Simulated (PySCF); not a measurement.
# TcSF2: relaxation and vibrations of the doublet

Where does doublet TcSF2 go from a B3LYP minimum start, is the end point a minimum, and what are its modes, charges and moments?

Method: B3LYP, basis Tc def2-SVP with ECP28, S def2-SVP, F def2-SVP, scalar-relativistic core potentials, no spin–orbit coupling, density fitting; program: PySCF 2.14.0.

## Step 1: The starting structure

4 atoms, charge 0, spin multiplicity 2.

Bond lengths: Tc1–S2 2.048 Å, Tc1–F3 1.834 Å, Tc1–F4 1.834 Å. Angles: S2–Tc1–F3 117.4°, S2–Tc1–F4 117.4°, F3–Tc1–F4 125.1°.

Coordinates in bohr (charge 0 multiplicity 2):
```
Tc    0.3734    0.0000    0.0000
S    -3.4967    0.0000    0.0000
F     1.9703   -3.0761    0.0000
F     1.9703    3.0761    0.0000
```

## Step 2: Finding the electronic state

One driver script runs all steps and calls PySCF; scf.py shows how it sets up the SCF of each step. The optimiser is the driver's own. After this first run the driver tries any further starts and a stability analysis.

The input, scf.py:

```python
from pyscf import gto, scf, dft
mol = gto.M(atom='''
Tc     0.197590    -0.000000     0.000000
S     -1.850370     0.000000     0.000000
F      1.042650    -1.627780     0.000000
F      1.042650     1.627780     0.000000''',
    basis={'Tc': 'def2-SVP', 'S': 'def2-SVP', 'F': 'def2-SVP'},
    ecp={'Tc': 'def2-SVP'},
    charge=0, spin=1)
mf = dft.UKS(mol, xc='B3LYP')
mf.grids.atom_grid = (50, 194)
aux = {'Tc': 'def2-universal-JKFIT', 'S': 'def2-universal-JKFIT', 'F': 'def2-universal-JKFIT'}
mf = mf.density_fit(auxbasis=aux)
mf.conv_tol = 1e-08
mf.diis_space = 10
mf.max_cycle = 60
mf.init_guess = 'minao'
mf.verbose = 4
mf.kernel()
```

Run with:

```bash
$ OMP_NUM_THREADS=2 python axn.py task.json out
```

Further steps of the session: Relaxation: B3LYP minimum start, doublet; Hessian and properties.

Before running it: what results should come out? Wanted: minimum; geometry; wavenumbers; dipole moment; highest occupied, lowest empty level; polar-tensor charge of Tc1; zero-point energy; atomisation energy; ⟨S²⟩.

**Answer**, as computed:

| quantity | value |
| --- | --- |
| minimum | doublet, C2v |
| geometry | Tc–F 1.839 Å (×2), Tc–S 2.059 Å; F–Tc–F 127.8°, F–Tc–S 116.1° (×2) |
| wavenumbers (cm⁻¹) | 150, 158, 170, 559, 675, 707 |
| dipole moment | 0.67 D |
| highest occupied, lowest empty level (either spin) | -6.88, -4.45 eV |
| polar-tensor charge of Tc1 | +1.48 e |
| zero-point energy | 14.5 kJ/mol |
| entropy at 298.15 K | 321.6 J/(mol K) |
| atomisation energy (no zero-point energy) | 1333 kJ/mol |
| ⟨S²⟩ | 1.211 |

What this shows: The B3LYP minimum start keeps its C2v symmetry and ends in a minimum. The determinant is spin-contaminated (⟨S²⟩ = 1.21 against 0.75), so it is no pure spin state. In the infrared the band at 707 cm⁻¹ (stretch) leads. Most of the spin sits on Tc1 (Mulliken spin 1.10, against 1 for the whole molecule). The first SCF alone would have been 62 kJ/mol too high. Only this shape and spin were tried, so other structures or states may lie lower. The SCF density has lower symmetry than the nuclear frame. One determinant may miss the lowest occupation of an open d or f shell.
